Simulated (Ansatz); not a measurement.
**GePO (doublet): from Hartree-Fock to the top rungs, cc-pVDZ**

One table from this session's results is given with a row withheld; the runs are named, their logs left out.

The runs use Ansatz 0.2.0, Gaussian basis; cc-pVDZ, core rule «outside noble gas», up to 20 orbitals frozen.

Plan: UHF; CCSD(T) on natural orbitals of UHF; CCSD(T) on UHF; BCCD(T) on natural orbitals of UHF; CISD as a restricted active space (open shells left free, so some higher excitations enter); CCSDT(Q) on natural orbitals of UHF; CCSDT(Q) on UHF.

31 further runs of the same task are left out: 8 for a known fault of the program, 14 that didn't finish, 9 set aside as unsound or not needed. Runs told in other sessions of the task aren't counted.

## What is computed

The geometry is a PBE0/def2-TZVP stationary point (not a proven minimum). No spin-orbit coupling is included. The filled d shell of Ge may be among the frozen orbitals whatever the setting's name suggests.

3 atoms, charge 0, spin multiplicity 2.

Atoms are counted from 1 here; the program's logs count them from 0.

Bond lengths: Ge1–O2 1.780 Å, O2–P3 1.598 Å. Angles: Ge1–O2–P3 180.0°.

The first run:

Contents of in.yaml:

```yaml
crystal:
  periodic: [false, false, false]
  atoms:
    - {symbol: Ge, position_ang: [0.000000, 0.000000, 1.719200]}
    - {symbol: O, position_ang: [0.000000, 0.000000, -0.060500]}
    - {symbol: P, position_ang: [0.000000, 0.000000, -1.658700]}
basis:
  gaussian: {orbitals: cc-pVDZ}
magnetization: {spin_polarized: true, initial_magnetization: 1}
hamiltonian: {xc: hf}
output: {orbitals: {seedname: orbitals}}
```

Started as:

```bash
ansatz run in.yaml --threads 1 --pin off --events-out ev --progress --plain --max-ram 2393MiB
```

Among the steps run: UHF; CCSD(T) on natural orbitals of UHF; CCSD(T) on UHF; BCCD(T) on natural orbitals of UHF; CISD as a restricted active space (open shells left free, so some higher excitations enter); CCSDT(Q) on natural orbitals of UHF; CCSDT(Q) on UHF.

One of the session's tables, all rows but one given; the rest of the session is left out.

| method | from RCCSDT(Q) (meV) |
| --- | --- |
| UHF | +9766.8 |
| RMP2 | +1340.9 |
| UMP2 | +1253.0 |
| RCCSD | +630.7 |
| UCCSD | ? |
| RCCSD(T) | +140.2 |
| UCCSD(T) | +165.7 |
| BCCD(T) | +153.4 |
| RCCSDT | +105.4 |
| UCCSDT | +84.3 |
| RCCSDT(Q) | 0 |
| UCCSDT(Q) | +19.9 |

Estimate the missing values for UCCSD.

As computed: from RCCSDT(Q) (meV): +471.2. In the column «from RCCSDT(Q) (meV)» it lies between UCCSD(T) (+165.7) and RCCSD (+630.7).

Not comparable, so not listed: CISD as a restricted active space (open shells left free, so some higher excitations enter) (they don't share determinant, frozen orbitals or solution with the rows shown, or repeat one).

Limits of these values: The determinant of CCSD(T) (⟨S²⟩ 1.75) is far from a pure spin state, so its energy mixes those of several spin states; high orders of coupled cluster remove much of that, low ones don't. The determinant of CCSDT(Q) (⟨S²⟩ 1.75) is far from a pure spin state, so its energy mixes those of several spin states; high orders of coupled cluster remove much of that, low ones don't. Left out of the table: ROHF (another determinant or state than the rows shown). The program flags RCCSD(T), BCCD(T), RCCSDT(Q) as in doubt, so the zero of the table is itself unsure. Warnings: spin contamination; coupled cluster took another determinant than the lowest; large T1 diagnostic. Restricted and unrestricted rows rest on different reference determinants; a gap between their highest levels can come from leftover correlation error, from unlike frozen cores or from another state.
